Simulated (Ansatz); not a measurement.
**interstitial Al in Si: molecular dynamics**

The plan is to see whether the interstitial stays in its void or moves on. The start is relaxed first. Runs: 140 steps of 3 fs under a Langevin thermostat at 600 K; 170 steps of 2 fs under a Langevin thermostat at 840 K. The host cell (diamond) has 16 atoms; the extra atom is the last.

Method: DFT PBE, plane waves, PAW, scalar-relativistic, collinear spin, in Ansatz 0.2.0.

### Step 1. Starting point

The cell holds 17 atoms (AlSi16): a = 7.679 Å, b = 7.679 Å, c = 7.679 Å, α = 60.00°, β = 60.00°, γ = 60.00°.

Coordinates:

```
CELL_PARAMETERS angstrom
0.00000 5.43000 5.43000
5.43000 0.00000 5.43000
5.43000 5.43000 0.00000
ATOMIC_POSITIONS crystal
Si 0.00000 0.00000 0.00000
Si 0.12500 0.12500 0.12500
Si 0.00000 0.00000 0.50000
Si 0.12500 0.12500 0.62500
Si 0.00000 0.50000 0.00000
Si 0.12500 0.62500 0.12500
Si 0.00000 0.50000 0.50000
Si 0.12500 0.62500 0.62500
Si 0.50000 0.00000 0.00000
Si 0.62500 0.12500 0.12500
Si 0.50000 0.00000 0.50000
Si 0.62500 0.12500 0.62500
Si 0.50000 0.50000 0.00000
Si 0.62500 0.62500 0.12500
Si 0.50000 0.50000 0.50000
Si 0.62500 0.62500 0.62500
Al 0.88259 0.36727 0.87023
```

### Step 2. Preparing the start

File input.yaml:

```yaml
crystal:
  lattice:
    - [0.0, 5.43, 5.43]
    - [5.43, 0.0, 5.43]
    - [5.43, 5.43, 0.0]
  atoms:
    - { symbol: Si, position: [0.0, 0.0, 0.0] }
    - { symbol: Si, position: [0.125, 0.125, 0.125] }
    - { symbol: Si, position: [0.0, 0.0, 0.5] }
    - { symbol: Si, position: [0.125, 0.125, 0.625] }
    - { symbol: Si, position: [0.0, 0.5, 0.0] }
    - { symbol: Si, position: [0.125, 0.625, 0.125] }
    - { symbol: Si, position: [0.0, 0.5, 0.5] }
    - { symbol: Si, position: [0.125, 0.625, 0.625] }
    - { symbol: Si, position: [0.5, 0.0, 0.0] }
    - { symbol: Si, position: [0.625, 0.125, 0.125] }
    - { symbol: Si, position: [0.5, 0.0, 0.5] }
    - { symbol: Si, position: [0.625, 0.125, 0.625] }
    - { symbol: Si, position: [0.5, 0.5, 0.0] }
    - { symbol: Si, position: [0.625, 0.625, 0.125] }
    - { symbol: Si, position: [0.5, 0.5, 0.5] }
    - { symbol: Si, position: [0.625, 0.625, 0.625] }
    - { symbol: Al, position: [0.8825876, 0.3672692, 0.8702326], spin: 1.0 }
magnetization:
  spin_polarized: true
basis:
  ecutwfc: 420.0
kpoints:
  mp_grid: { grid: [2, 2, 2] }
hamiltonian:
  xc: pbe
  pseudopotentials: { kind: paw, azcp: { folder: soft_1 } }
scf:
  occupations: { method: fermi_dirac, width: 0.05 }
  lower_state_search: "off"
relax:
  f_tol: 0.08
  max_steps: 25
  adjacent_minimum: "off"
```

On the command line:

```bash
> ansatz run input.yaml --threads 1 --pin off --max-ram 3072MiB --backend cpu --events-out ev --progress --plain --runs-dir out
```

Output (excerpt; [...] marks lines left out):

```text
Warning: RAYON_NUM_THREADS=1 ignored (pool sized by the plan → 1); use --threads N
[...]
Pseudopotentials: kind: paw
Pseudopotential: Si, paw, valence charge 4, recommended cutoff 420 eV (normal), <dir>
Pseudopotential: Al, paw, valence charge 3, recommended cutoff 420 eV (normal), <dir>
Functional definition: PBE
[...]
Crystal: 17 atoms, lattice volume = 320.206 Å³
Basis set: ecut = 420 eV, 6231 PW (Γ), exchange–correlation on 108×108×108 points (8 copies of the dense FFT grid, shifted against one another)
Bands: 51, of which v1, the nominal top of the filled ones, is band 34 counted from 1 (33 counted from 0)
Symmetry: 1 space group operations
Space group: P1 (ITA 1), of the structure as read, at distance tolerance 6.8e-5 Å
Magnetic group: BNS 1.1 (UNI 1), of the structure as read, at distance tolerance 6.8e-5 Å
k-points: 8
[...]
WARN: the starting moments were not kept: the SCF closed with an absolute magnetisation of 3.9e-4 μB, where they sum to 1 μB in size (1 site). That is at most 0.1 of that sum. Measured as dr2_m measures the in/out step, that magnetisation stands 3.6e-9 eV from none, at or under the [...]
relax step   1: F+E_penalty+E_count = -10706.31146198 eV  Δ(F+E_penalty+E_count) = +0.000e0 eV  max|allowed force component| = 1.219e0 eV/Å  Δτ_max = 0.0000 Å  (12 SCF iters, dr2 threshold 1.00e-4 eV, accepted)
[...]
Starting moments: Σ|m| = 1 μB on 1 of 17 sites; this step starts from the density that it was given
[...]
spin=Collinear: Resta preconditioning applied to the charge; magnetization (m = ρ↑ − ρ↓) channel mixes plain (no charge-response kernel on spin).
[...]
SCF iter   3: F=—  HF=-10706.604772 eV  |F-HF|=—  |Δ(HF+E_count)|=   8.45e-3  Δρ=2.15e-4 (↑2.12e-4 ↓2.15e-4)  dr2=7.54e-4  dr2_m=1.04e-6  M=-0.000 μB ∫|m|=0.002 μB  β_m=0.74  ethr=6.35e-5  ⟨swp⟩=2.6  Hψ=1190  notcnv=0  defer=100
```

### Step 3. The output, continued: start relaxed

The log, continued:

```text
SCF iter   4: F=—  HF=-10706.604800 eV  |F-HF|=—  |Δ(HF+E_count)|=   2.77e-5  Δρ=7.39e-5 (↑7.26e-5 ↓7.39e-5)  dr2=2.04e-4  dr2_m=5.94e-8  M=-0.000 μB ∫|m|=0.001 μB  β_m=0.74  ethr=1.13e-6  ⟨swp⟩=2.0  Hψ=1240  notcnv=0  defer=100
SCF iter   5: F=-10706.604768 eV  HF=-10706.604771 eV  |F-HF|=2.49e-6  |Δ(HF+E_count)|=   2.89e-5  Δρ=1.73e-5 (↑1.70e-5 ↓1.73e-5)  dr2=8.54e-6  dr2_m=6.72e-9  M=-0.000 μB ∫|m|=0.000 μB  ethr=1.39e-7  ⟨swp⟩=3.0  Hψ=2576  notcnv=0
the starting moments were not kept: the SCF closed with an absolute magnetisation of 2.3e-4 μB, where they sum to 1 μB in size (1 site). That is at most 0.1 of that sum. Measured as dr2_m measures the in/out step, that magnetisation stands 1.6e-9 eV from none, at or under the dr2_threshold of 9.3e-5 eV: it is no larger than a step whose dr2_m would equal this threshold.
SCF 2 converged in 5 iterations: F = -10706.604768 eV  dr2 = 8.54e-6
relax step   2: F+E_penalty+E_count = -10706.60476834 eV  Δ(F+E_penalty+E_count) = -2.933e-1 eV  max|allowed force component| = 4.253e-1 eV/Å  Δτ_max = 0.0608 Å  (5 SCF iters, dr2 threshold 9.29e-5 eV, accepted)
SCF iter   1: F=—  HF=-10706.647934 eV  |F-HF|=—  |Δ(HF+E_count)|=         —  Δρ=8.59e-4 (↑8.32e-4 ↓8.59e-4)  dr2=2.84e-2  dr2_m=1.68e-5  M=0.000 μB ∫|m|=0.006 μB  β_m=0.30  ethr=5.49e-4  ⟨swp⟩=4.2  Hψ=2060  notcnv=0  defer=110
preconditioner: auto → Kerker (q_TF=auto, 2.102 Å⁻¹)  [metal: Δε(μ)=0.208 eV  Ē_g=8.016 eV  σ=0.050 eV  W_gap=0.49  n_scr=58 (ndim 8)  ℏωp=17.0 eV  f_vac=0.000  D(μ)=3.17/eV (n_scr^D=14)]
spin=Collinear: Kerker preconditioning applied to the charge; magnetization (m = ρ↑ − ρ↓) channel mixes plain (no charge-response kernel on spin).
SCF iter   2: F=—  HF=-10706.644578 eV  |F-HF|=—  |Δ(HF+E_count)|=   3.36e-3  Δρ=6.10e-4 (↑5.89e-4 ↓6.10e-4)  dr2=1.42e-2  dr2_m=9.72e-6  M=-0.000 μB ∫|m|=0.005 μB  β_m=0.64  ethr=4.23e-5  ⟨swp⟩=1.0  Hψ=944  notcnv=0  defer=110
SCF iter   3: F=—  HF=-10706.641586 eV  |F-HF|=—  |Δ(HF+E_count)|=   2.99e-3  Δρ=4.80e-5 (↑4.45e-5 ↓4.80e-5)  dr2=3.98e-5  dr2_m=2.92e-7  M=-0.000 μB ∫|m|=0.001 μB  β_m=0.77  ethr=2.11e-5  ⟨swp⟩=2.0  Hψ=1031  notcnv=0  defer=110
SCF iter   4: F=—  HF=-10706.641563 eV  |F-HF|=—  |Δ(HF+E_count)|=   2.39e-5  Δρ=1.86e-5 (↑1.84e-5 ↓1.86e-5)  dr2=7.92e-6  dr2_m=4.49e-8  M=-0.000 μB ∫|m|=0.001 μB  β_m=0.88  ethr=1.69e-8  ⟨swp⟩=4.8  Hψ=2582  notcnv=0
SCF iter   5: F=-10706.641563 eV  HF=-10706.641563 eV  |F-HF|=1.67e-7  |Δ(HF+E_count)|=   6.76e-7  Δρ=5.16e-6 (↑5.16e-6 ↓5.12e-6)  dr2=8.48e-7  dr2_m=1.02e-9  M=-0.000 μB ∫|m|=0.000 μB  ethr=1.18e-8  ⟨swp⟩=1.4  Hψ=2126  notcnv=0
the starting moments were not kept: the SCF closed with an absolute magnetisation of 1.1e-4 μB, where they sum to 1 μB in size (1 site). That is at most 0.1 of that sum. Measured as dr2_m measures the in/out step, that magnetisation stands 3.3e-10 eV from none, at or under the dr2_threshold of 1.1e-5 eV: it is no larger than a step whose dr2_m would equal this threshold.
SCF 3 converged in 5 iterations: F = -10706.641563 eV  dr2 = 8.48e-7
relax step   3: F+E_penalty+E_count = -10706.64156336 eV  Δ(F+E_penalty+E_count) = -3.680e-2 eV  max|allowed force component| = 6.261e-2 eV/Å  Δτ_max = 0.0360 Å  (5 SCF iters, dr2 threshold 1.13e-5 eV, accepted)
iter 1 solved again at ethr=1.26e-9 eV; its pass at ethr=3.10e-3 eV (dr2=8.47e-7 eV) is discarded
SCF iter   1: F=—  HF=-10706.641563 eV  |F-HF|=—  |Δ(HF+E_count)|=         —  Δρ=5.17e-6 (↑5.17e-6 ↓5.14e-6)  dr2=8.45e-7  dr2_m=1.04e-9  M=-0.000 μB ∫|m|=0.000 μB  β_m=0.30  ethr=1.26e-9  ⟨swp⟩=1.0  Hψ=2020  notcnv=0  defer=114
preconditioner: auto → Resta (q_TF=auto, 2.102 Å⁻¹)  ε∞=5.5  [insulator: Δε(μ)=0.212 eV  Ē_g=8.014 eV  σ=0.050 eV  W_gap=0.50  n_scr=58 (ndim 8)  ℏωp=17.0 eV  f_vac=0.000  D(μ)=3.27/eV (n_scr^D=14)  ε∞_Penn≈5.5]
spin=Collinear: Resta preconditioning applied to the charge; magnetization (m = ρ↑ − ρ↓) channel mixes plain (no charge-response kernel on spin).
SCF iter   2: F=—  HF=-10706.641563 eV  |F-HF|=—  |Δ(HF+E_count)|=   9.92e-8  Δρ=4.26e-6 (↑4.26e-6 ↓4.24e-6)  dr2=5.45e-7  dr2_m=6.62e-10  M=-0.000 μB ∫|m|=0.000 μB  β_m=0.65  ethr=1.26e-9  ⟨swp⟩=1.0  Hψ=700  notcnv=0  defer=114
SCF iter   3: F=-10706.641564 eV  HF=-10706.641564 eV  |F-HF|=4.79e-9  |Δ(HF+E_count)|=   2.84e-7  Δρ=6.33e-7 (↑6.32e-7 ↓6.33e-7)  dr2=7.14e-9  dr2_m=2.56e-12  M=-0.000 μB ∫|m|=0.000 μB  ethr=1.49e-10  ⟨swp⟩=2.7  Hψ=2741  notcnv=0
the starting moments were not kept: the SCF closed with an absolute magnetisation of 6.3e-6 μB, where they sum to 1 μB in size (1 site). That is at most 0.1 of that sum. Measured as dr2_m measures the in/out step, that magnetisation stands 8.9e-13 eV from none, at or under the dr2_threshold of 1.0e-7 eV: it is no larger than a step whose dr2_m would equal this threshold.
SCF 4 converged in 3 iterations: F = -10706.641564 eV  dr2 = 7.14e-9
relax step   4: F+E_penalty+E_count = -10706.64156359 eV  Δ(F+E_penalty+E_count) = -2.217e-7 eV  max|allowed force component| = 6.259e-2 eV/Å  Δτ_max = 0.0000 Å  (3 SCF iters, accepted)
SCF converged after 3 iterations
Magnetization: -0.0000 μB (33.5000 up, 33.5000 down)
Absolute magnetization: 0.0000 μB (∫|ρ↑−ρ↓|, with the PAW one-centre terms)
Spin contamination: 0.0000 ħ² per cell (⟨S²⟩ above its minimum at these occupations)
Per-site moments (μB) at R_I (Å): [(-1.1651597598281575e-7, 0.9347541009269624), (2.734507920276955e-9, 0.9695180930020242), (2.2376348751223892e-8, 0.960111690258723), (1.8874209824733003e-8, 0.9696034187495192), (4.628787515477369e-8, 0.9356109671121375), (1.268046740280402e-8, 0.9347541009269624), (-8.075550785142167e-8, 0.9349531179810063), (1.9716959360145175e-9, 0.9694942162936437), (-2.0183019280003224e-8, 0.9602263069761648), (-5.3285973055825244e-9, 0.9695101386463612), (9.3722306895604e-9, 0.9601411795293696), (-1.5900024263104245e-9, 0.960111690258723), (8.409367480205455e-8, 0.9357921743763503), (-1.211250903996386e-8, 0.9694954526499244), (-2.534533332951373e-8, 0.9602437160938481), (-6.09381899243575e-10, 0.9694903144246466), (3.5021900412960986e-9, 1.0015442729946538)]
Free energy (F): -10706.641564 eV
Harris-Foulkes:  -10706.641564 eV  (|F-HF|=4.79e-9)
Internal energy: -10706.613764 eV  (E = F + TS)
E sigma→0 (E₀):  -10706.627664 eV
Entropy (-TS):   -0.027799 eV (-1.635 meV/atom)
Fermi energy:    7.288529 eV
--- Per-component energies (eV) ---
  E_band       = 111.647163
  E_kinetic    = 687.123923
  E_local      = -366.352531  (includes V_loc(G=0)·N_el)
  E_nonlocal   = 375.895907
  E_hartree    = 122.017983
  E_xc         = -945.473559
  E_vxc        = -799.163821  (∫ρ·V_xc dr)
  E_paw        = -8655.519654  (= ΣΔE_a)
  E_vpaw       = -29.892869  (= ΣTr[D̂ρ^β])
  E_aug_tail   = 0.000596  (compensation charges beyond the density's cutoff)
  E_ewald      = -1924.306429
  E_smearing   = -0.027799  (= −TS)
  E_closure    = -0.000000  (closes the sum)
  Σ components = -10706.641564   (vs F -10706.641564, Δ=0.00e0)
--- Forces (eV/Å), atoms counted from 1 ---
  atom   1  Si     0.01051866    -0.03028851     0.03546773
  atom   2  Si    -0.01120376     0.00290041    -0.01611458
  atom   3  Si     0.00045854     0.00591884     0.00810905
  atom   4  Si     0.00580765     0.00324469    -0.00395776
  atom   5  Si    -0.03567791    -0.00917363    -0.01447570
  atom   6  Si    -0.00681823     0.00153174    -0.00008627
  atom   7  Si     0.00731540     0.03740654    -0.03241278
  atom   8  Si    -0.00680352    -0.01332831     0.00577353
  atom   9  Si     0.00599522    -0.00321176     0.00202612
  atom  10  Si    -0.01368818     0.01789669    -0.00546525
  atom  11  Si     0.00207314    -0.00763487    -0.00547382
  atom  12  Si    -0.00401952     0.00088290    -0.00024343
  atom  13  Si    -0.02938428     0.01316381     0.00804276
  atom  14  Si     0.01863597     0.00135026     0.00296910
  atom  15  Si     0.00349595     0.00237506    -0.00352710
  atom  16  Si    -0.00929946    -0.00843056     0.01512045
  atom  17  Al     0.06259450    -0.01460331     0.00424804
  max |Σ_I F_I| component: 1.69e-7 eV/Å
--- Relaxed structure (4 steps of the walk, 4 accepted, 0 SCFs on fresh bases) ---
  F+E_penalty+E_count = -10706.64156359 eV   max|allowed force component| = 6.259e-2 eV/Å
  atoms:
    - { symbol: Si, position: [0.004893308763561526, -0.015430267031288407, 0.005531091885653337] }
    - { symbol: Si, position: [0.12650920205068, 0.12340855051743493, 0.1265136594037055] }
    - { symbol: Si, position: [-0.004116668267097487, 0.001229030895797637, 0.5013276048872124] }
    - { symbol: Si, position: [0.1267004376397209, 0.12328712757258804, 0.6232881843487421] }
    - { symbol: Si, position: [0.003743389501759009, 0.5042447031485338, 0.0041173402444569795] }
    - { symbol: Si, position: [0.1268598394623255, 0.6231641162944767, 0.12381582374766303] }
    - { symbol: Si, position: [0.00461896036461884, 0.5053686665240255, 0.485294500014554] }
    - { symbol: Si, position: [0.12644829749543696, 0.6264164066086221, 0.6234881208183188] }
    - { symbol: Si, position: [0.5013247110223344, 0.0009179718549215954, -0.0035229989394913175] }
    - { symbol: Si, position: [0.6236663503250979, 0.12341783095914532, 0.12644891763237037] }
    - { symbol: Si, position: [0.5015395533980093, 0.0011641945045685054, 0.501264249380661] }
    - { symbol: Si, position: [0.6246660823030876, 0.1253146751003722, 0.6252156873686194] }
    - { symbol: Si, position: [0.48866803603869446, 0.503946490317103, 0.0038315749843453872] }
    - { symbol: Si, position: [0.6239284563914147, 0.6260988533129357, 0.12613366894858902] }
    - { symbol: Si, position: [0.5012576059404303, 0.4965829492719866, 0.5009479991825021] }
    - { symbol: Si, position: [0.6237480935322428, 0.6263487329093003, 0.6235005164832955] }
    - { symbol: Al, position: [0.8781319440376839, 0.37178916723947697, 0.8730366596088033] }
```

Run time: 59 s. Hardware: 1 thread of AMD EPYC 7R43 (Zen 3), shared host; peak memory 0.69 GiB.

Step by step:

```csv
step,energy from step 1 (eV/cell),largest force component (eV/Å)
1,0.0000,1.2193
2,-0.2933,0.4253
3,-0.3301,0.0626
4,-0.3301,0.0626
```

Step 1 is the start. Step 4 solves the same geometry again.

Largest move: Si1, 0.10 Å.

### Step 4. Run 1

140 steps of 3 fs under a Langevin thermostat at 600 K, from the relaxed start.

File input.yaml:

```yaml
crystal:
  lattice:
    - [0.0, 5.43, 5.43]
    - [5.43, 0.0, 5.43]
    - [5.43, 5.43, 0.0]
  atoms:
    - { symbol: Si, position: [0.00489331, -0.01543027, 0.00553109] }
    - { symbol: Si, position: [0.1265092, 0.12340855, 0.12651366] }
    - { symbol: Si, position: [-0.00411667, 0.00122903, 0.5013276] }
    - { symbol: Si, position: [0.12670044, 0.12328713, 0.62328818] }
    - { symbol: Si, position: [0.00374339, 0.5042447, 0.00411734] }
    - { symbol: Si, position: [0.12685984, 0.62316412, 0.12381582] }
    - { symbol: Si, position: [0.00461896, 0.50536867, 0.4852945] }
    - { symbol: Si, position: [0.1264483, 0.62641641, 0.62348812] }
    - { symbol: Si, position: [0.50132471, 0.00091797, -0.003523] }
    - { symbol: Si, position: [0.62366635, 0.12341783, 0.12644892] }
    - { symbol: Si, position: [0.50153955, 0.00116419, 0.50126425] }
    - { symbol: Si, position: [0.62466608, 0.12531468, 0.62521569] }
    - { symbol: Si, position: [0.48866804, 0.50394649, 0.00383157] }
    - { symbol: Si, position: [0.62392846, 0.62609885, 0.12613367] }
    - { symbol: Si, position: [0.50125761, 0.49658295, 0.500948] }
    - { symbol: Si, position: [0.62374809, 0.62634873, 0.62350052] }
    - { symbol: Al, position: [0.87813194, 0.37178917, 0.87303666] }
magnetization:
  spin_polarized: true
basis:
  ecutwfc: 420.0
kpoints:
  mp_grid: { grid: [2, 2, 2] }
hamiltonian:
  xc: pbe
  pseudopotentials: { kind: paw, azcp: { folder: soft_1 } }
scf:
  occupations: { method: fermi_dirac, width: 0.05 }
  lower_state_search: "off"
md:
  timestep: 3.0
  n_steps: 140
  ensemble: nvt_langevin
  temperature: 600.0
  initial_velocities: maxwell_boltzmann
  seed: 344100
  friction: 0.05
```

On the command line:

```bash
> ansatz run input.yaml --threads 1 --pin off --max-ram 3072MiB --backend cpu --events-out ev --progress --plain --runs-dir out
```

Output (excerpt; [...] marks lines left out):

```text
Warning: md: disabling space-group detection — thermal motion breaks the input geometry's symmetry, so no spatial operation reduces the k-mesh or symmetrises the density; time reversal is kept, so that k and −k are solved as one point where they differ and the mesh holds both, and exact [...]
Warning: RAYON_NUM_THREADS=1 ignored (pool sized by the plan → 1); use --threads N
[...]
[... 4 set-up lines as earlier in the session ...]
[...]
spin=Collinear: Resta preconditioning applied to the charge; magnetization (m = ρ↑ − ρ↓) channel mixes plain (no charge-response kernel on spin).
[...]
md step     0: t =     0.00 fs  T =   564.7 K  F+E_penalty+E_count = -10706.64156357 eV  E_kin = 1.240896 eV  (10 SCF iters)
[...]
md step     1: t =     3.00 fs  T =   638.6 K  F+E_penalty+E_count = -10706.59649895 eV  E_kin = 1.403284 eV  (6 SCF iters)
[...]
SCF iter   1: F=—  HF=-10706.449961 eV  |F-HF|=—  |Δ(HF+E_count)|=         —  Δρ=1.03e-3 (↑1.03e-3 ↓1.03e-3)  dr2=2.03e-2  dr2_m=0.00e0  M=0.000 μB ∫|m|=0.000 μB  β_m=0.30  ethr=2.20e-5  ⟨swp⟩=4.8  Hψ=2224  notcnv=0  defer=3
```

### Step 5. The log goes on: dynamics from the start

The log, continued (excerpt; [...] marks lines left out):

```text
[...]
spin=Collinear: Kerker preconditioning applied to the charge; magnetization (m = ρ↑ − ρ↓) channel mixes plain (no charge-response kernel on spin).
[...]
md step     2: t =     6.00 fs  T =   822.3 K  F+E_penalty+E_count = -10706.44510236 eV  E_kin = 1.806993 eV  (6 SCF iters)
[...]
md step    16: t =    48.00 fs  T =   391.8 K  F+E_penalty+E_count = -10705.78678784 eV  E_kin = 0.860880 eV  (6 SCF iters)
[...]
  atom   3  Si    -1.40310153    -0.91477036    -0.89380891
  atom   4  Si     1.35265968    -0.52328353    -0.52409970
  atom   5  Si    -0.58391311    -0.54296913    -0.17037043
  atom   6  Si    -0.12145056     0.57079213     0.47437313
  atom   7  Si    -1.03708163     0.17726707    -0.94274352
  atom   8  Si     1.38290308     0.61160181     0.78146841
[...]
--- MD trajectory: 140 steps, t = 0.0 → 420.0 fs ---
  final state: T = 555.9 K   F+E_penalty+E_count = -10705.35399263 eV   E_kin = 1.221468 eV
```

Run time: 15 min. Hardware: 1 thread of AMD EPYC 7R43 (Zen 3), shared host; peak memory 0.67 GiB.

### Step 6. What the atoms did

One step in 8; energies are changes from step 0; msd is the mean square displacement from the start, the centre of mass held:

```csv
time (fs),T (K),potential energy change (meV/atom),msd Si (Å²),msd Al (Å²)
0.0,565,0.0,0.000,0.000
24.0,333,58.8,0.017,0.020
48.0,392,50.3,0.035,0.014
72.0,457,50.5,0.031,0.006
96.0,477,50.6,0.028,0.036
120.0,418,54.3,0.030,0.041
144.0,354,59.9,0.032,0.034
168.0,475,48.9,0.019,0.035
192.0,623,76.5,0.027,0.116
216.0,554,58.0,0.037,0.038
240.0,557,94.2,0.047,0.016
264.0,631,76.9,0.044,0.028
288.0,732,94.7,0.046,0.001
312.0,514,79.5,0.045,0.017
336.0,691,56.6,0.036,0.031
360.0,667,41.3,0.030,0.005
384.0,406,63.4,0.025,0.016
408.0,565,62.9,0.031,0.007
420.0,556,75.7,0.032,0.005
```

time (fs), T (K) and a bar:
```
      0.0        565 #############
     18.0        502 #########
     36.0        807 ##############################
     54.0        467 #######
     72.0        457 ######
     90.0        557 #############
    111.0        475 #######
    129.0        370 
    147.0        373 
    165.0        539 ############
    183.0        742 #########################
    201.0        790 #############################
    219.0        551 ############
    237.0        645 ###################
    255.0        500 #########
    273.0        548 ############
    291.0        735 #########################
    309.0        574 ##############
    330.0        642 ###################
    348.0        504 #########
    366.0        593 ###############
    384.0        406 ##
    402.0        451 ######
    420.0        556 #############
```

Pair distribution over the second half of the run:

```csv
r (Å),g Si–Si,g Si–Al
0.68,0.00,0.00
0.84,0.00,0.00
1.00,0.00,0.00
1.16,0.00,0.00
1.32,0.00,0.00
1.48,0.00,0.00
1.64,0.00,0.00
1.80,0.00,0.00
1.96,0.00,0.00
2.12,0.28,0.09
2.28,3.72,1.37
2.44,3.26,4.29
2.60,0.35,3.44
2.76,0.02,3.46
2.92,0.00,1.62
3.08,0.00,0.38
```

First peaks of g(r) (not always the tallest), and, where a minimum follows, the mean number of second-named atoms round a first-named one up to the next minimum:

```csv
pair,peak (Å),height,minimum (Å),neighbours
Si–Si,2.36,4.6,2.84,4.0
Si–Al,2.44,4.3,-,-
```

[end of part 1 of 2]
